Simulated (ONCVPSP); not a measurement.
# An ONCV potential for lanthanum, from input to tests

Do these settings give a usable potential? It is generated, then checked for transferability, scattering, ghosts and hardness.

Method: ONCVPSP 4.0.1, PBE, scalar-relativistic.

## Step 1: Starting point

The settings as typed:

```
element                 : lanthanum (La, Z = 57)
type                    : optimised norm-conserving Vanderbilt (ONCV)
frozen core             : [Kr] 4d10
valence charge          : 11
reference configuration : 5s2 5p6 5d1 6s2
partial waves           : 5s+6s: rc 2.80 bohr, ncon 4, nbas 8, qcut 4.6 1/bohr, 2 projectors; 5p: rc 1.85 bohr, ncon 4, nbas 7, qcut 4.4 1/bohr, 1 projector; 5d: rc 3.35 bohr, ncon 4, nbas 8, qcut 3.8 1/bohr, 2 projectors, debl 1.8 Ha; f scattering state at 0.07 Ha: rc 3.30 bohr, ncon 4, nbas 7, qcut 3.4 1/bohr, 2 projectors, debl 2.3 Ha
local potential         : polynomial inside 1.20 bohr (lpopt 5, dvloc0 3 Ha)
core correction         : Teter function fitted to the true core (icmod 2), fcfact 0.7
```

An earlier all-electron run gives the scale for the radii.

All-electron outer shells of the reference configuration (PBE, scalar-relativistic, ld1.x):

```json
{"shell": "5s", "level (eV)": "-38.92", "outermost node (bohr)": "0.77", "outermost maximum (bohr)": "1.41"}
{"shell": "5p", "level (eV)": "-22.40", "outermost node (bohr)": "0.83", "outermost maximum (bohr)": "1.58"}
{"shell": "4f", "level (eV)": "-4.35", "outermost node (bohr)": "–", "outermost maximum (bohr)": "0.75"}
{"shell": "6s", "level (eV)": "-3.68", "outermost node (bohr)": "1.86", "outermost maximum (bohr)": "3.84"}
{"shell": "5d", "level (eV)": "-3.09", "outermost node (bohr)": "0.95", "outermost maximum (bohr)": "2.21"}
{"shell": "6p", "level (eV)": "-1.35", "outermost node (bohr)": "2.21", "outermost maximum (bohr)": "4.93"}
```

## Step 2: Generating the potential

Input file La.dat:

```
# ATOM AND REFERENCE CONFIGURATION
# atsym  z   nc   nv     iexc    psfile
  La 57.00    9    4        4      upf
#
#   n    l    f
    1    0    2.00
    2    0    2.00
    2    1    6.00
    3    0    2.00
    3    1    6.00
    3    2   10.00
    4    0    2.00
    4    1    6.00
    4    2   10.00
    5    0    2.00
    5    1    6.00
    5    2    1.00
    6    0    2.00
#
# PSEUDOPOTENTIAL AND OPTIMIZATION
# lmax
    3
#
#   l,   rc,      ep,       ncon, nbas, qcut
    0    2.80    0.00    4    8    4.60
    1    1.85    0.00    4    7    4.40
    2    3.35    0.00    4    8    3.80
    3    3.30    0.07    4    7    3.40
#
# LOCAL POTENTIAL
# lloc, lpopt,  rc(5),   dvloc0
    4    5    1.20    3.00
#
# VANDERBILT-KLEINMAN-BYLANDER PROJECTORs
# l, nproj, debl
    0    2    2.60
    1    1    2.30
    2    2    1.80
    3    2    2.30
#
# MODEL CORE CHARGE
# icmod, fcfact, rcfact
    2    0.70    1.15
#
# LOG DERIVATIVE ANALYSIS
# epsh1, epsh2, depsh
   -3.00    5.00    0.02
#
# OUTPUT GRID
# rlmax, drl
    6.00    0.01
#
# TEST CONFIGURATIONS
# ncnf
    4
# nvcnf
#   n    l    f
    4
    5    0    2.00
    5    1    6.00
    5    2    1.00
    6    0    1.00
#
    4
    5    0    2.00
    5    1    6.00
    5    2    1.00
    6    0    0.00
#
    4
    5    0    2.00
    5    1    6.00
    5    2    0.00
    6    0    0.00
#
    5
    5    0    2.00
    5    1    6.00
    5    2    0.00
    6    0    2.00
    6    1    1.00
#
```

Run with:

```
$ oncvpsp.x < La.dat > La.out
```

**Question.** What will these runs give? Wanted: cutoffs for 1 and 0.1 mHa per electron, occupied waves; bound ghosts; GHOST(+) flags; largest test error; largest phase difference near zero energy, channels read; rms error of d²Exc/dn², without and with the model core; projector energies reset by the program.

The runs gave:

```
                                                quantity                              value
  cutoffs for 1 and 0.1 mHa per electron, occupied waves                    24 Ha and 41 Ha
                                            bound ghosts   s at -61.62 eV, f at -1319.89 eV
                                          GHOST(+) flags           d at 250 eV, f at 326 eV
                            largest test error (AE − PS)  +294 meV, for 5s2 5p6 5d0 6s2 6p1
largest phase difference near zero energy, channels read                          2.829 rad
 rms error of d²Exc/dn², without and with the model core                  3.06 and 1.50 mHa
                 projector energies reset by the program                f: -0.160, 2.140 Ha
```

**Reading.** A bound ghost (s, f) makes it unfit for use: electrons can fall into a state that the atom doesn't have. The worst unpolarised test, 5s2 5p6 5d0 6s2 6p1, is off by 294 meV on 2.3 eV; by total energies transferability rates as poor. The potential is of middling hardness: the looser tolerance needs 24 Ha. At the looser tolerance the 5p wave is the slowest; 5s needs 6 Ha. Of the channels read, p scatters worst near zero energy, by up to 2.83 rad. A step near π is an extra or missing state, not a misfit of shape. The pseudo curves have poles with no partner nearby in the atom's: s at -2.26 Ha, p at 0.10 Ha. At positive energy that is a spurious or a displaced resonance. The program also flags highly localised states, GHOST(+) (d, f).
